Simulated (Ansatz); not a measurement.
**C₂H₇NSi: small, medium and large basis sets**

The task here is to estimate one member of a computed series from the others.

Program: Ansatz 0.2.0, Gaussian basis. Level of theory: one geometry, several basis sets. These are calculated values, not measurements.

The runs, in order: PBE0-D4/def2-SVP; ωB97M-V/def2-SVP; PBE0-D4/def2-QZVPP; ωB97M-V/def2-QZVPP; the functionals' def2-TZVPP values are taken from earlier runs.

**The relaxed structure**

The geometry comes from an earlier relaxation with PBE0-D4 in a triple-zeta def2 set; it is a stationary point, not always the lowest conformer.

SMILES `CC(=N)[SiH3]`, 11 atoms, charge 0, spin multiplicity 1.

Atoms are counted from 1 here; the program's logs count them from 0.

Bond lengths: C1–C2 1.498 Å, C1–H5 1.095 Å, C1–H6 1.091 Å, C1–H7 1.095 Å, C2–N3 1.272 Å, C2–Si4 1.901 Å, N3–H8 1.021 Å, Si4–H9 1.486 Å, Si4–H10 1.488 Å, Si4–H11 1.488 Å. Angles: C2–C1–H5 110.6°, C2–C1–H6 110.1°, C2–C1–H7 110.6°, H5–C1–H6 109.4°, H5–C1–H7 106.7°, H6–C1–H7 109.4°, C1–C2–N3 118.8°, C1–C2–Si4 118.3°, N3–C2–Si4 122.9°, C2–N3–H8 111.5°, C2–Si4–H9 107.9°, C2–Si4–H10 110.5°, C2–Si4–H11 110.5°, H9–Si4–H10 109.9°, H9–Si4–H11 109.9°, H10–Si4–H11 108.1°.

The first run:

in.yaml reads:

```yaml
crystal:
  periodic: [false, false, false]
  atoms:
    - {symbol: C, position_ang: [-0.872004, 1.262951, -0.047167]}
    - {symbol: C, position_ang: [-0.395180, -0.098655, 0.355151]}
    - {symbol: N, position_ang: [-1.062316, -0.751530, 1.219679]}
    - {symbol: Si, position_ang: [1.186341, -0.774313, -0.454348]}
    - {symbol: H, position_ang: [-0.104816, 2.015703, 0.160486]}
    - {symbol: H, position_ang: [-1.784433, 1.516178, 0.494268]}
    - {symbol: H, position_ang: [-1.065593, 1.299972, -1.123964]}
    - {symbol: H, position_ang: [-0.639697, -1.661143, 1.410677]}
    - {symbol: H, position_ang: [1.447648, -2.124018, 0.110822]}
    - {symbol: H, position_ang: [2.338752, 0.124137, -0.175608]}
    - {symbol: H, position_ang: [1.016901, -0.866481, -1.929394]}
basis:
  gaussian: {orbitals: def2-SVP}
hamiltonian: {xc: pbe0, dispersion: d4}
output: {orbitals: {seedname: orbitals}}
```

Started as:

```bash
ansatz run in.yaml --threads 2 --pin off --events-out ev --progress --plain --max-ram 4352MiB
```

Among the steps run: PBE0-D4 in def2-SVP; ωB97M-V in def2-SVP; PBE0-D4 in def2-QZVPP; ωB97M-V in def2-QZVPP.

One of the session's tables, all rows but one given; the rest of the session is left out.

| functional | basis | HOMO (eV) |
| --- | --- | --- |
| PBE0-D4 | def2-SVP | ? |
| PBE0-D4 | def2-TZVPP | -7.19 |
| PBE0-D4 | def2-QZVPP | -7.22 |
| ωB97M-V | def2-SVP | -9.31 |
| ωB97M-V | def2-TZVPP | -9.50 |
| ωB97M-V | def2-QZVPP | -9.53 |

**Question.** Estimate the row for PBE0-D4, def2-SVP.

As computed: HOMO (eV): -7.02. In the column «HOMO (eV)» it is the highest.
